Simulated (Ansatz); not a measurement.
# FH₆InO₂Si₂: basis-set convergence

An exercise on one series of results from a longer session: the logs are not shown, and one member is left open.

The runs use Ansatz 0.2.0, Gaussian basis; one geometry, several basis sets.

Plan: PBE0-D4/def2-SVP; ωB97M-V/def2-SVP; PBE0-D4/def2-QZVPP; the functionals' def2-TZVPP values are taken from earlier runs.

3 further runs of the same task are left out: 2 for a known fault of the program, 1 that didn't finish.

**The relaxed structure**

The geometry comes from an earlier relaxation with PBE0-D4 in a triple-zeta def2 set; it is a stationary point, not always the lowest conformer. In takes the def2 core potential; no spin-orbit term is included.

SMILES `[F][In]([O][SiH3])[O][SiH3]`, 12 atoms, charge 0, spin multiplicity 1.

Atoms are counted from 1 here; the program's logs count them from 0.

Bond lengths: F1–In2 1.938 Å, In2–O3 1.944 Å, In2–O5 1.944 Å, O3–Si4 1.640 Å, Si4–H7 1.485 Å, Si4–H8 1.489 Å, Si4–H9 1.489 Å, O5–Si6 1.640 Å, Si6–H10 1.485 Å, Si6–H11 1.489 Å, Si6–H12 1.489 Å. Angles: F1–In2–O3 118.4°, F1–In2–O5 118.5°, O3–In2–O5 123.1°, In2–O3–Si4 135.5°, O3–Si4–H7 107.8°, O3–Si4–H8 111.0°, O3–Si4–H9 111.0°, H7–Si4–H8 109.3°, H7–Si4–H9 109.3°, H8–Si4–H9 108.3°, In2–O5–Si6 135.6°, O5–Si6–H10 107.8°, O5–Si6–H11 111.0°, O5–Si6–H12 111.0°, H10–Si6–H11 109.3°, H10–Si6–H12 109.3°, H11–Si6–H12 108.3°.

Set-up of the first run:

in.yaml reads:

```yaml
crystal:
  periodic: [false, false, false]
  atoms:
    - {symbol: F, position_ang: [-1.921784, -0.277005, -0.995943]}
    - {symbol: In, position_ang: [-0.215261, -0.030662, -0.111141]}
    - {symbol: O, position_ang: [0.140335, -1.040494, 1.511548]}
    - {symbol: Si, position_ang: [-0.684887, -2.135582, 2.411683]}
    - {symbol: O, position_ang: [1.060132, 1.214240, -0.887321]}
    - {symbol: Si, position_ang: [1.088484, 2.193839, -2.202518]}
    - {symbol: H, position_ang: [0.178927, -2.528303, 3.553655]}
    - {symbol: H, position_ang: [-1.018344, -3.344499, 1.609366]}
    - {symbol: H, position_ang: [-1.952995, -1.553683, 2.930970]}
    - {symbol: H, position_ang: [2.394962, 2.899219, -2.215593]}
    - {symbol: H, position_ang: [-0.011264, 3.195697, -2.146816]}
    - {symbol: H, position_ang: [0.941715, 1.407233, -3.457879]}
basis:
  gaussian: {orbitals: def2-SVP}
hamiltonian: {xc: pbe0, dispersion: d4}
output: {orbitals: {seedname: orbitals}}
```

Steps of the session up to this table: PBE0-D4 in def2-SVP; ωB97M-V in def2-SVP; PBE0-D4 in def2-QZVPP.

One of the session's tables, all rows but one given; the rest of the session is left out.

It belongs to the step «Density functionals: the series». 

```
functional       basis  HOMO (eV)  LUMO (eV)
   PBE0-D4    def2-SVP      -8.70      -2.60
   PBE0-D4  def2-TZVPP          ?          ?
   PBE0-D4  def2-QZVPP      -8.82      -2.77
   ωB97M-V    def2-SVP     -10.96      -0.58
   ωB97M-V  def2-TZVPP     -11.11      -0.81
```

Estimate the missing values for PBE0-D4, def2-TZVPP.

As computed: HOMO (eV): -8.80; LUMO (eV): -2.74. In the column «HOMO (eV)» it lies between PBE0-D4, def2-QZVPP (-8.82) and PBE0-D4, def2-SVP (-8.70).
